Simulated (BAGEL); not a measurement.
**SiH2O2F2 (SMILES O[Si](O)(F)F): B3LYP/def2-SVP (density fitting with qzvpp-jkfit)**

What is the energy change on altering one bond length of SiH2O2F2 at B3LYP/def2-SVP (density fitting with qzvpp-jkfit)? 

The results are computed with BAGEL 1.2.2.

### Step 1. The system as given

The species is SiH2O2F2 (7 atoms), meant as a singlet with charge 0. SMILES: `O[Si](O)(F)F`. The shape is that of a PBE0-D4/def2-TZVP optimisation. This is one conformer, not always the lowest.

Bond lengths: O1–Si2 1.609 Å, Si2–O3 1.609 Å, Si2–F4 1.583 Å, Si2–F5 1.583 Å, O1–H6 0.957 Å, O3–H7 0.957 Å. Angles: O1–Si2–O3 107.3°, O1–Si2–F4 112.2°, O1–Si2–F5 110.1°, O3–Si2–F4 110.1°, O3–Si2–F5 112.2°, F4–Si2–F5 104.9°, Si2–O1–H6 118.9°, Si2–O3–H7 118.9°.

### Step 2. The energy at B3LYP/def2-SVP (density fitting with qzvpp-jkfit)

input.json reads:

```json
{ "bagel" : [

{
  "title" : "molecule",
  "basis" : "svp",
  "df_basis" : "qzvpp-jkfit",
  "angstrom" : true,
  "geometry" : [
    { "atom" : "O", "xyz" : [      -1.123000,       0.443800,       0.890500 ] },
    { "atom" : "Si", "xyz" : [      -0.011100,      -0.018100,      -0.177300 ] },
    { "atom" : "O", "xyz" : [       1.321200,      -0.386600,       0.646700 ] },
    { "atom" : "F", "xyz" : [      -0.483500,      -1.262700,      -1.033600 ] },
    { "atom" : "F", "xyz" : [       0.238000,       1.131800,      -1.236100 ] },
    { "atom" : "H", "xyz" : [      -1.829300,       1.022300,       0.602200 ] },
    { "atom" : "H", "xyz" : [       1.948900,      -0.998500,       0.262000 ] }
  ]
},

{ "title" : "ks", "xc_func" : "b3lyp" },

{ "title" : "print", "file" : "orbitals.molden", "orbitals" : true }

]}
```

The run is started by

```bash
BAGEL_NUM_THREADS=1 BAGEL input.json > input.out
```

Standard output:

```text
* using 1 threads per process

  ===============================================================
  ===============================================================

  *** Geometry ***

  { "atom" : "O", "xyz" : [     -2.122162,      0.838660,      1.682801 ] },
  { "atom" : "Si", "xyz" : [     -0.020976,     -0.034204,     -0.335048 ] },
  { "atom" : "O", "xyz" : [      2.496706,     -0.730568,      1.222086 ] },
  { "atom" : "F", "xyz" : [     -0.913683,     -2.386157,     -1.953221 ] },
  { "atom" : "F", "xyz" : [      0.449755,      2.138792,     -2.335890 ] },
  { "atom" : "H", "xyz" : [     -3.456876,      1.931867,      1.137993 ] },
  { "atom" : "H", "xyz" : [      3.682887,     -1.886892,      0.495108 ] },

  Number of auxiliary basis functions:      472

  Since a DF basis is specified, we compute 2- and 3-index integrals:
    o Being stored without compression. Storage requirement is 0.027 GB

  Number of basis functions:       84
  Number of electrons      :       50

    * METHOD: MOLECULE                             0.23

  *** Kohn-Sham DFT ***

    * Removing 12574 points whose weight is below 1.00e-10
    * Grid points: 91768

  === Nuclear Repulsion ===
   270.4700007074

       - DIIS with orbital gradients will be used.

  === KS iteration (b3lyp / svp) ===
      0       -608.23690500          0.13714062           0.41
      1       -566.44781595          0.18409500           0.39
      2       -553.61904528          0.21250328           0.39
      3       -635.28669241          0.09829807           0.39
      4       -639.81172742          0.03861581           0.39
      5       -640.60409376          0.01435559           0.39
      6       -640.64674812          0.01098333           0.39
      7       -640.69523911          0.00229833           0.40
      8       -640.69765599          0.00041159           0.40
      9       -640.69772812          0.00010055           0.39
     10       -640.69773076          0.00005663           0.40
     11       -640.69773211          0.00000542           0.39
     12       -640.69773212          0.00000165           0.40
     13       -640.69773212          0.00000102           0.40
     14       -640.69773212          0.00000013           0.40
     15       -640.69773212          0.00000003           0.39
     16       -640.69773212          0.00000001           0.40
     17       -640.69773212          0.00000000           0.40
    * SCF iteration converged.

    * Permanent dipole moment:
           (    0.013444,     0.005736,     0.116030) a.u.

    * METHOD: KS                                   7.59

    * METHOD: PRINT                                0.01

  ===============================================================
```

Wall time 8.1 s (1 thread of Arm Neoverse V1, shared host); peak memory 0.39 GiB.

### Step 3. The distorted shape

input.json reads:

```json
{ "bagel" : [

{
  "title" : "molecule",
  "basis" : "svp",
  "df_basis" : "qzvpp-jkfit",
  "angstrom" : "true",
  "geometry" : [
    { "atom" : "O", "xyz" : [      -0.911137,       0.270272,       0.976979 ] },
    { "atom" : "Si", "xyz" : [       0.200763,      -0.191628,      -0.090821 ] },
    { "atom" : "O", "xyz" : [       1.533063,      -0.560128,       0.733179 ] },
    { "atom" : "F", "xyz" : [      -0.271637,      -1.436228,      -0.947121 ] },
    { "atom" : "F", "xyz" : [       0.449863,       0.958272,      -1.149621 ] },
    { "atom" : "H", "xyz" : [      -1.829300,       1.022300,       0.602200 ] },
    { "atom" : "H", "xyz" : [       2.160763,      -1.172028,       0.348479 ] }
  ]
},

{
  "title" : "ks",
  "xc_func" : "b3lyp",
  "charge" : 0
},

{
  "title" : "print",
  "file" : "orbitals.molden",
  "orbitals" : "true"
}

]}
```

The run is started by

```bash
BAGEL_NUM_THREADS=1 BAGEL input.json > input.out
```

Standard output:

```text
* using 1 threads per process

  ===============================================================
  ===============================================================

  *** Geometry ***

  { "atom" : "O", "xyz" : [     -1.721799,      0.510740,      1.846223 ] },
  { "atom" : "Si", "xyz" : [      0.379387,     -0.362124,     -0.171627 ] },
  { "atom" : "O", "xyz" : [      2.897069,     -1.058489,      1.385508 ] },
  { "atom" : "F", "xyz" : [     -0.513320,     -2.714078,     -1.789799 ] },
  { "atom" : "F", "xyz" : [      0.850118,      1.810872,     -2.172469 ] },
  { "atom" : "H", "xyz" : [     -3.456876,      1.931867,      1.137993 ] },
  { "atom" : "H", "xyz" : [      4.083250,     -2.214812,      0.658530 ] },

  Number of auxiliary basis functions:      472

  Since a DF basis is specified, we compute 2- and 3-index integrals:
    o Being stored without compression. Storage requirement is 0.027 GB

  Number of basis functions:       84
  Number of electrons      :       50

    * METHOD: MOLECULE                             0.22

  *** Kohn-Sham DFT ***

    * Removing 12277 points whose weight is below 1.00e-10
    * Grid points: 92065

  === Nuclear Repulsion ===
   268.8978546271

       - DIIS with orbital gradients will be used.

  === KS iteration (b3lyp / svp) ===
      0       -605.37718978          0.13635943           0.41
      1       -543.46878791          0.21320477           0.39
      2       -571.54383140          0.20309458           0.39
      3       -620.72543087          0.11990578           0.39
      4       -622.28406748          0.14097991           0.39
      5       -639.90492873          0.03815253           0.38
      6       -640.27063413          0.02894283           0.39
      7       -640.63854137          0.00583249           0.39
      8       -640.65417708          0.00084997           0.38
      9       -640.65440920          0.00059607           0.39
     10       -640.65457098          0.00007948           0.39
     11       -640.65457376          0.00002110           0.39
     12       -640.65457385          0.00001591           0.39
     13       -640.65457396          0.00000498           0.39
     14       -640.65457397          0.00000284           0.38
     15       -640.65457397          0.00000052           0.39
     16       -640.65457397          0.00000017           0.39
     17       -640.65457397          0.00000007           0.39
     18       -640.65457397          0.00000003           0.39
     19       -640.65457397          0.00000001           0.39
    * SCF iteration converged.

    * Permanent dipole moment:
           (    0.132477,    -0.086336,     0.137633) a.u.

    * METHOD: KS                                   8.27

    * METHOD: PRINT                                0.02

  ===============================================================
```

It took 8.7 s on 1 thread of Arm Neoverse V1, shared host; peak memory 0.39 GiB.

### Step 4. What came out

At B3LYP/def2-SVP (density fitting with qzvpp-jkfit):

| quantity | value |
| --- | --- |
| first shape: total energy | -640.69773 Eh |
| first shape: dipole moment | 0.30 D |
| first shape: HOMO energy | -9.49 eV |
| first shape: LUMO energy | 0.46 eV |
| first shape: HOMO–LUMO gap | 9.95 eV |
| distorted shape: total energy | -640.65457 Eh |
| distorted shape: dipole moment | 0.53 D |
| distorted shape: HOMO energy | -9.24 eV |
| distorted shape: LUMO energy | -1.29 eV |
| distorted shape: HOMO–LUMO gap | 7.94 eV |
| energy change with the O1–H6 bond stretched from 0.957 to 1.245 Å | 1.174 eV |

In words: With the O1–H6 bond stretched from 0.957 to 1.245 Å the energy rises by 1.17 eV (113 kJ/mol). The first shape isn't relaxed at this level, so the change isn't measured from a minimum.
